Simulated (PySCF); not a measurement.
# [Yb(NH3)]3+: other functionals and bases at one geometry

An exercise on one series of results from a longer session: the logs are not shown, and one member is left open.

Program: PySCF 2.14.0. Level of theory: several levels, as the steps say, no spin–orbit coupling. These are calculated values, not measurements.

2 further runs of the same task are left out: 2 for a known fault of the program.

## The starting structure

5 atoms, charge 3, spin multiplicity 1.

Bond lengths: Yb1–N2 2.275 Å, N2–H3 1.052 Å, N2–H4 1.052 Å, N2–H5 1.052 Å. Angles: Yb1–N2–H3 116.0°, Yb1–N2–H4 116.0°, Yb1–N2–H5 116.0°, H3–N2–H4 102.3°, H3–N2–H5 102.3°, H4–N2–H5 102.3°.

Geometry (Å):

```
Yb    0.0000    0.0000   -0.1169
N     0.0000    0.0000    2.1581
H     0.9456    0.0000    2.6186
H    -0.4728    0.8189    2.6186
H    -0.4728   -0.8189    2.6186
```

Formal oxidation states: Yb +3. Each metal's 13 4f electrons lie in its core potential, so multiplicities, spins and levels count the valence alone. An earlier session relaxed this geometry at B3LYP, Yb lcecp-1-SVP with ECP59, N def2-SVP, H def2-SVP (singlet, point group C3v).

At B3LYP on the finer grid: E = -94.587052 Eh, HOMO -28.02 eV, LUMO -21.02 eV, Mulliken charge on Yb1 +2.43 e, largest force component 0.004 eV/Å. 

Levels to run: BP86; TPSSh; M06-L; BLYP; B3LYP, TZVP. Hardware: 2 threads of Arm Neoverse V2, shared host.

Set-up of the first run:

Contents of run.py (the lines that set the calculation):

```python
mol = gto.M(atom='''
Yb     0.00000     0.00000    -0.11690
N      0.00000     0.00000     2.15812
H      0.94557     0.00004     2.61857
H     -0.47282     0.81887     2.61857
H     -0.47275    -0.81891     2.61857''',
    basis={'Yb': 'lcecp-1-SVP', 'N': 'def2-SVP', 'H': 'def2-SVP'},
    ecp={'Yb': 'lcecp-1-SVP'},
    charge=3, spin=0)
mf = dft.RKS(mol, xc='B88,P86')
mf.grids.atom_grid = (75, 302)  # f atoms: unpruned, at least (60, 302)
mf = mf.density_fit()  # fitting sets: Yb AutoAux, N def2-universal-JKFIT, H def2-universal-JKFIT
mf.conv_tol = 1e-08; mf.max_cycle = 55
mf.kernel(dm0)  # dm0: the density of the relaxed state
```

Command:

```
OMP_NUM_THREADS=2 python run.py
```

Steps of the session up to this table: BP86; TPSSh; M06-L; BLYP; B3LYP, TZVP.

One table of the session follows, with a row left open; its other results are not shown here.

| level | HOMO (eV) | gap (eV) | charge on Yb1 (e) | dipole (D) | largest force component (eV/Å) |
| --- | --- | --- | --- | --- | --- |
| B3LYP (relaxed here) | -28.02 | 7.00 | 2.43 | 4.23 | 0.00 |
| BP86 | -27.00 | 5.50 | 2.40 | 4.49 | 0.43 |
| TPSSh | -27.48 | 6.58 | 2.44 | 4.21 | 0.03 |
| M06-L | -27.00 | 6.08 | 2.48 | 4.04 | 0.20 |
| BLYP | -26.77 | 5.10 | 2.39 | 4.53 | 0.32 |
| B3LYP, TZVP | ? | ? | ? | ? | ? |

Estimate the missing values for B3LYP, TZVP.

As computed: HOMO (eV): -27.95; gap (eV): 6.98; charge on Yb1 (e): 2.55; dipole (D): 4.28; largest force component (eV/Å): 0.39. In the column «HOMO (eV)» it lies between B3LYP (relaxed here) (-28.02) and TPSSh (-27.48).

The dipole of a charged species depends on the origin, so these sizes hold for this origin alone.

In one basis the HOMO–LUMO gap runs from 5.10 eV (BLYP) to 7.00 eV (B3LYP). The largest leftover force, 0.43 eV/Å with BP86, stands at a geometry relaxed at another level. With 4f in the core, its levels are missing from HOMO and gap, and its count is fixed, so no charge can pass from the ligands into it. Total energies of different levels can't be compared.
